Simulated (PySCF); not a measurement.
**TaS₂⁻: a ladder of methods**

How much do the numbers for TaS₂⁻ (singlet) hang on the method? All levels run at one geometry, the PBE0 minimum.

The runs use PySCF 2.14.0; several methods, basis Ta def2-SVPD with ECP60, S def2-SVPD, scalar-relativistic core potentials, no spin–orbit coupling, density fitting.

### 1 The starting structure

3 atoms, charge -1, spin multiplicity 1.

Bond lengths: Ta1–S2 2.194 Å, Ta1–S3 2.194 Å. Angles: S2–Ta1–S3 117.1°.

Z-matrix (Å, degrees; charge -1 multiplicity 1):
```
Ta
S  1 2.1937
S  1 2.1937 2 117.05
```

### 2 PBE0

The steps are one call of a driver around PySCF; scf.py gives each level's set-up. Each SCF starts from the density of the minimum. The driver also runs the species with one electron less or more at the same geometry (one less: multiplicity 2); their logs are not shown.

Contents of scf.py:

```python
from pyscf import gto, scf, dft
mol = gto.M(atom='''
Ta     0.000009    -0.299473     0.000000
S     -0.000027     0.845925     1.870988
S     -0.000027     0.845925    -1.870988''',
    basis={'Ta': 'def2-SVPD', 'S': 'def2-SVPD'},
    ecp={'Ta': 'def2-SVPD'},
    charge=-1, spin=0)
mf = dft.RKS(mol, xc='PBE0')
mf.grids.atom_grid = (99, 590)
aux = {'Ta': 'def2-universal-JKFIT', 'S': 'def2-universal-JKFIT'}
mf = mf.density_fit(auxbasis=aux)
mf.kernel()
```

### 3 HF

scf.py, as its differences from that of step 2:

```diff
@@ -9,2 +9 @@
-mf = dft.RKS(mol, xc='PBE0')
-mf.grids.atom_grid = (99, 590)
+mf = scf.RHF(mol)
```

### 4 PBE

scf.py, as its differences from that of step 3:

```diff
@@ -9 +9,2 @@
-mf = scf.RHF(mol)
+mf = dft.RKS(mol, xc='PBE')
+mf.grids.atom_grid = (99, 590)
```

(Steps that only read results are left out.)

**Question.** What will these runs give? Wanted: vertical ionisation energy, range; orbital gap, range.

As calculated:

| quantity | value |
| --- | --- |
| vertical ionisation energy, range | 1.49 (HF) to 2.16 (PBE0) eV |
| orbital gap, range | 0.90 (PBE) to 7.72 (HF) eV |

In words: The vertical ionisation energy spreads over 0.67 eV, from HF to PBE0; without a CCSD(T) value for it there is no yardstick here. Spin polarisation would lower this closed shell, so its numbers describe a constrained state. Spin–orbit coupling, left out here, can matter for elements this heavy.
